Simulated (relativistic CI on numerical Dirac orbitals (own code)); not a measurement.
**Ions with 19 electrons, Mn⁶⁺ to Zn¹¹⁺: levels along an isoelectronic sequence**

Aim: follow the lowest levels of 19-electron ions as the nuclear charge grows, with one list of configurations.

The numbers are computed with relativistic CI on numerical Dirac orbitals (own code) version 4 (Dirac-Coulomb-Breit CI, KLI orbitals optimised for each configuration, model QED (radiative potential, 1s self-energy scaled to tabulated hydrogen-like ionisation energies), valence Slater integrals scaled by 0.9, P86 correlation energy added to each configuration), except any that are marked as measured or tabulated.

## Step 1: The atom as given

| Property | Result |
| --- | --- |
| electrons | 19 |
| ions | Mn⁶⁺, Fe⁷⁺, Co⁸⁺, Ni⁹⁺, Cu¹⁰⁺, Zn¹¹⁺ |
| configurations | [Ar] 3d; [Ar] 4s; [Ne] 3s2 3p5 3d2; [Ne] 3s 3p6 3d2; [Ar] 4p; [Ne] 3p6 3d3; [Ne] 3p5 3d4 |

## Step 2: Mn⁶⁺ (Z = 25)

Settings of the run:

```ini
atom Mn  Z=25  charge=6  electrons=19
nucleus A=55  rms_radius_fm=3.7057
hamiltonian dirac-coulomb  breit=on  qed=on  c_scale=1
orbitals kli  potential=per-configuration
slater_scale 0.9
correlation p86
mixing on
configurations
  [Ar] 3d
  [Ar] 4s
  [Ne] 3s2 3p5 3d2
  [Ne] 3s 3p6 3d2
  [Ar] 4p
  [Ne] 3p6 3d3
  [Ne] 3p5 3d4
end
```

Launch:

```
> python run_levels.py task.json out
```

task.json lists these runs, among others, and the program works through them in turn.

## Step 3: Fe⁷⁺ (Z = 26)

The settings differ from step 2 so:

```diff
@@ -1,3 +1,3 @@
-atom Mn  Z=25  charge=6  electrons=19
-nucleus A=55  rms_radius_fm=3.7057
+atom Fe  Z=26  charge=7  electrons=19
+nucleus A=56  rms_radius_fm=3.7377
 hamiltonian dirac-coulomb  breit=on  qed=on  c_scale=1
```

## Step 4: Co⁸⁺ (Z = 27)

The settings differ from step 3 so:

```diff
@@ -1,3 +1,3 @@
-atom Fe  Z=26  charge=7  electrons=19
-nucleus A=56  rms_radius_fm=3.7377
+atom Co  Z=27  charge=8  electrons=19
+nucleus A=59  rms_radius_fm=3.7875
 hamiltonian dirac-coulomb  breit=on  qed=on  c_scale=1
```

## Step 5: Ni⁹⁺ (Z = 28)

The settings differ from step 4 so:

```diff
@@ -1,3 +1,3 @@
-atom Co  Z=27  charge=8  electrons=19
-nucleus A=59  rms_radius_fm=3.7875
+atom Ni  Z=28  charge=9  electrons=19
+nucleus A=58  rms_radius_fm=3.7757
 hamiltonian dirac-coulomb  breit=on  qed=on  c_scale=1
```

## Step 6: Cu¹⁰⁺ (Z = 29)

The settings differ from step 5 so:

```diff
@@ -1,3 +1,3 @@
-atom Ni  Z=28  charge=9  electrons=19
-nucleus A=58  rms_radius_fm=3.7757
+atom Cu  Z=29  charge=10  electrons=19
+nucleus A=63  rms_radius_fm=3.8823
 hamiltonian dirac-coulomb  breit=on  qed=on  c_scale=1
```

## Step 7: Zn¹¹⁺ (Z = 30)

The settings differ from step 6 so:

```diff
@@ -1,3 +1,3 @@
-atom Cu  Z=29  charge=10  electrons=19
-nucleus A=63  rms_radius_fm=3.8823
+atom Zn  Z=30  charge=11  electrons=19
+nucleus A=64  rms_radius_fm=3.9283
 hamiltonian dirac-coulomb  breit=on  qed=on  c_scale=1
```

(Steps that only read results are left out.)

Before running it: what results should come out? Wanted: lowest level, first ion; lowest level, last ion; changes of the lowest level; interval 2D3/2 to 2D5/2; mean jj purity of the low levels.

The runs gave:

| quantity | value |
| --- | --- |
| lowest level, first ion | 3d 2D3/2 |
| lowest level, last ion | 3d 2D3/2 |
| changes of the lowest level | none |
| interval 2D3/2 to 2D5/2 | 1297 to 5017 cm⁻¹ |
| mean jj purity of the low levels | 71 to 72 % |

In words: The lowest level stays 3d 2D3/2 throughout. Over these ions the splitting within 3d 2D follows Z^7.4, steeper than the fourth power of a bare nucleus, since the screened charge grows faster than Z. Only the listed configurations are in the model.
